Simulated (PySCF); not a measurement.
# C4H4B2ClF: electronic excitations

Aim: predict the electronic excitations of C4H4B2ClF (`FC1=CBC=C(Cl)B1`).

Programs: PySCF 2.14.0, with density-fitted response routines of our own. Each step states its level of theory. These are calculated values for one molecule in the gas phase, unless marked as measured. Atoms count from 0, in the outputs and in this text.

## (1) The molecule as given

12 atoms, charge 0, multiplicity 1; geometry from: GFN2-xTB.

Bonds of the start (Å): F0–C1 1.36, C1–C2 1.34, C2–B3 1.55, B3–C4 1.55, C4–C5 1.35, C5–Cl6 1.74, C5–B7 1.56, B7–C1 1.55, C2–H8 1.08, B3–H9 1.17, C4–H10 1.08, B7–H11 1.17.

## (2) Excited states and response: PBE0/def2-SVPD

Job settings and geometry (Å):

```
{"job": {"kind": "uv", "xc": "PBE0", "basis": "def2-SVPD", "nstates": 8, "ntriplets": 3}, "charge": 0, "multiplicity": 1}
F     -2.191067    -1.790380    -0.011683
C     -1.174459    -0.886352    -0.006799
C     -1.482798     0.420922     0.014700
B     -0.347518     1.479138     0.020761
C      1.121646     0.977335     0.002820
C      1.395847    -0.340761    -0.018303
Cl     3.055168    -0.863337    -0.038999
B      0.282056    -1.429330    -0.023179
H     -2.529795     0.700817     0.026735
H     -0.591009     2.622166     0.038269
H      1.946836     1.680322     0.005946
H      0.516291    -2.571225    -0.036295
```

Level: TDDFT PBE0/def2-SVPD, vertical, gas phase, core orbitals frozen in the response.

The run is started by

```bash
OMP_NUM_THREADS=1 python probes_run.py task.json out
```

This one command runs all jobs of the session in turn.

The program printed:

```text
coarse grid: 11712 points
cycle   1  E = -763.5355954317  dE =  1.035e+00  |g| = 4.836e-01  |ddm| = 7.818e+00
cycle   2  E = -763.4627716407  dE =  7.282e-02  |g| = 7.372e-01  |ddm| = 2.076e+00
cycle   3  E = -763.5834354246  dE = -1.207e-01  |g| = 1.258e-01  |ddm| = 1.158e+00
cycle   4  E = -763.5876129000  dE = -4.177e-03  |g| = 5.827e-02  |ddm| = 3.597e-01
cycle   5  E = -763.5883754176  dE = -7.625e-04  |g| = 1.506e-02  |ddm| = 1.079e-01
cycle   6  E = -763.5884227129  dE = -4.730e-05  |g| = 2.819e-03  |ddm| = 3.447e-02
cycle   7  E = -763.5884245081  dE = -1.795e-06  |g| = 1.039e-03  |ddm| = 7.480e-03
final grid: 112088 points
cycle   8  E = -763.6778327471  dE = -3.654e-05  |g| = 7.693e-03  |ddm| = 1.473e-01
cycle   9  E = -763.6778172463  dE =  1.550e-05  |g| = 1.165e-02  |ddm| = 3.863e-02
cycle  10  E = -763.6778473962  dE = -3.015e-05  |g| = 1.293e-03  |ddm| = 2.264e-02
cycle  11  E = -763.6778477422  dE = -3.460e-07  |g| = 3.193e-04  |ddm| = 2.371e-03
cycle  12  E = -763.6778477637  dE = -2.149e-08  |g| = 1.343e-04  |ddm| = 9.618e-04
cycle  13  E = -763.6778477681  dE = -4.477e-09  |g| = 4.014e-05  |ddm| = 2.704e-04
cycle  14  E = -763.6778477685  dE = -3.456e-10  |g| = 1.819e-05  |ddm| = 1.018e-04
converged SCF energy = -763.6778477685

Static polarisability (au): isotropic 86.225, principal 52.808 91.561 114.306

Singlet excitations
state   eV       nm        f      main configurations
  1   2.3862    519.6   0.00353   H->L 0.99
  2   3.5288    351.3   0.00001   H-1->L 0.97
  3   3.8300    323.7   0.00006   H-3->L 0.98
  4   4.1467    299.0   0.10436   H-2->L 0.95
  5   4.1963    295.5   0.00000   H-4->L 0.98
  6   4.7162    262.9   0.00191   H-5->L 0.98
  7   5.5109    225.0   0.00002   H-7->L 0.97
  8   5.7996    213.8   0.03203   H-6->L 0.84, H->L+1 0.09

Triplet excitations (Tamm-Dancoff, eV): 1.5637 2.8144 3.2802
```

Wall time 1.8 min (1 thread of Intel Xeon at 2.50GHz, shared host); peak memory 0.81 GiB.

The orbitals next to the gap, with their largest atomic shares:

```
orbital     eV                       atoms
 HOMO−3  -9.55  C4 16 %, B3 16 %, Cl6 12 %
 HOMO−2  -9.07  Cl6 25 %, C2 20 %, C1 15 %
 HOMO−1  -8.97   Cl6 73 %, C5 11 %, B7 6 %
   HOMO  -7.69  Cl6 21 %, C4 20 %, C5 16 %
   LUMO  -4.17   B7 22 %, B3 18 %, C5 13 %
 LUMO+1  -0.51   C5 21 %, C2 17 %, B7 12 %
 LUMO+2  -0.29   B3 19 %, C1 18 %, C4 16 %
```

With each of the 8 states as a Gaussian band of 0.4 eV half-width at 1/e, the curve within the window shown has maxima at 519 nm (ε 140), 299 nm (ε 4,200), 214 nm (ε 1,300) L/(mol cm). Beyond the last state computed it falls off for lack of states. The curve at chosen wavelengths:

(nm, ε (L/mol/cm)): (203, 739), (223, 889), (242, 111), (262, 592), (281, 2800), (301, 4209), (321, 2524), (340, 872), (360, 190), (379, 36), (399, 11), (419, 19), (438, 42), (458, 76), (477, 108), (497, 133), (517, 143), (536, 138), (556, 122), (575, 102), (595, 80), (615, 60), (634, 45), (654, 32), (673, 22), (693, 15)

Leading natural transition orbitals of singlet state 4: the hole lies on Cl6 37 %; C2 18 %; C1 13 %; the particle on B7 31 %; B3 19 %; C4, C5 about 10 % each.

Leading natural transition orbitals of singlet state 1: the hole lies on C2, C4 about 20 % each; Cl6 16 %; C1, C5 about 15 % each; the particle on B7 31 %; B3 23 %; 4 C atoms about 7 % each.

Ground-state properties from the same run:

```
           property  computed
  dipole moment (D)      1.26
polarisability (Å³)     12.78
 HOMO–LUMO gap (eV)      3.52
      −ε(HOMO) (eV)      7.69
```

The fields below are evaluated on a grid from the run's orbitals.

Frontier orbitals at PBE0/def2-SVPD, with the share of their density that lies nearest to each atom:

```
orbital  energy (eV)                                      lies on
   HOMO        -7.69    C4 22 %; Cl6 21 %; C2, C5 about 16 % each
   LUMO        -4.17  B7 28 %; B3 21 %; C1, C4, C5 about 9 % each
```

ELF in a plane through or near 12 of the atoms.

Values, 10 rows by 14 columns:
```
0.00 0.00 0.00 0.00 0.00 0.00 0.00 0.00 0.00 0.00 0.00 0.00 0.00 0.00
0.00 0.00 0.00 0.00 0.00 0.00 0.02 0.43 0.43 0.01 0.00 0.00 0.00 0.00
0.00 0.00 0.00 0.00 0.16 0.02 0.28 1.00 1.00 0.37 0.00 0.00 0.00 0.00
0.00 0.00 0.00 0.32 1.00 0.93 0.63 0.26 0.67 0.06 0.29 0.03 0.00 0.00
0.00 0.01 0.26 0.09 0.31 0.21 0.72 0.43 0.94 0.80 1.00 0.86 0.00 0.00
0.00 0.24 0.88 0.56 0.78 0.84 0.56 0.15 0.76 0.68 0.12 0.02 0.00 0.00
0.00 0.10 0.74 0.32 0.71 0.59 0.36 0.24 0.49 0.79 0.83 0.17 0.00 0.00
0.00 0.00 0.32 0.65 0.18 0.63 1.00 0.97 0.03 0.82 0.59 0.06 0.00 0.00
0.00 0.00 0.00 0.00 0.00 0.40 0.98 0.83 0.00 0.01 0.00 0.00 0.00 0.00
0.00 0.00 0.00 0.00 0.00 0.00 0.00 0.00 0.00 0.00 0.00 0.00 0.00 0.00
```
The map spans 11.3 Å across and 10.5 Å up, centred on the molecule. Atoms in the plane (x, y in Å): F0 (2.2, -1.8), C1 (1.2, -0.9), C2 (1.5, 0.4), B3 (0.3, 1.5), C4 (-1.1, 1.0), C5 (-1.4, -0.3), Cl6 (-3.1, -0.9), B7 (-0.3, -1.4), H8 (2.5, 0.7), H9 (0.6, 2.6), H10 (-2.0, 1.7), H11 (-0.5, -2.6).

On the surface of density 0.002 e/bohr³ the electrostatic potential runs, from the 1st to the 99th percentile, from -0.66 V near F0 to 1.61 V near B7.

## (3) Outcome

```
                                quantity                        value
         lowest singlet (PBE0/def2-SVPD)  2.39 eV (520 nm), f = 0.004
brightest single state of those computed  state 4, 4.15 eV, f = 0.104
                          lowest triplet                      1.56 eV
   surface potential, 1st and 99th percentile           -0.66 V and 1.61 V
```

**Reading.** The lowest singlet, at 2.39 eV, is HOMO→LUMO 0.99 and is weak; of the 8 states computed, the strongest absorption comes from state 4 at 4.15 eV. The lowest triplet lies 0.82 eV below the lowest singlet (triplets in Tamm-Dancoff, singlets in full TDDFT). At PBE0/def2-SVPD, counted by nearest atom on the grid, the HOMO lies on C4 22 %; Cl6 21 %, the LUMO on B7 28 %; B3 21 %.
